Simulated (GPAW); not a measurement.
PmSe:

```
Pm Se
1.0
     3.53522    0.00000    0.00000
     0.00000    3.53522    0.00000
     0.00000    0.00000    3.53522
Pm Se
1 1
Direct
  0.00000 0.00000 0.00000
  0.50000 0.50000 0.50000
```

The cell comes from a database or a generator and needn't be the stable form of this composition.

Program: GPAW 26.7.0. Alike in all runs: task single point; cell as given; k mesh 5 × 5 × 5; cutoff (eV) 800; smearing gaussian 0.05 eV.

Q: Order these runs on this cell by their pressure, lowest first.
A. level r2SCAN+U; potentials or basis GPAW PAW data sets (gpaw-data 1.2.1), pw; spin collinear, ferromagnetic start; U Pm f U = 5 eV
B. level LDA+U; potentials or basis the program's PAW data sets (release 1.2.1) made for this functional, pw; spin collinear, zero start; U Pm f U = 4 eV
C. level LDA+U; potentials or basis the program's PAW data sets (release 1.2.1) made for this functional, pw; spin collinear, zero start; U Pm f U = 2 eV; fixed moment (μB) 0.0

A: C (-2.5 GPa), B (-0.4 GPa), A (12.8 GPa).

Caveats: one-centre terms of the f shell are cut off; the magnetic or orbital state may not be the lowest; the run has no moments, though such compounds are often magnetic (some runs); a magnetic state may lie lower (some runs); the total moment is fixed, so each spin has its own Fermi level (some runs); the PAW data sets were made with another functional, which shifts forces and pressure a little (some runs).
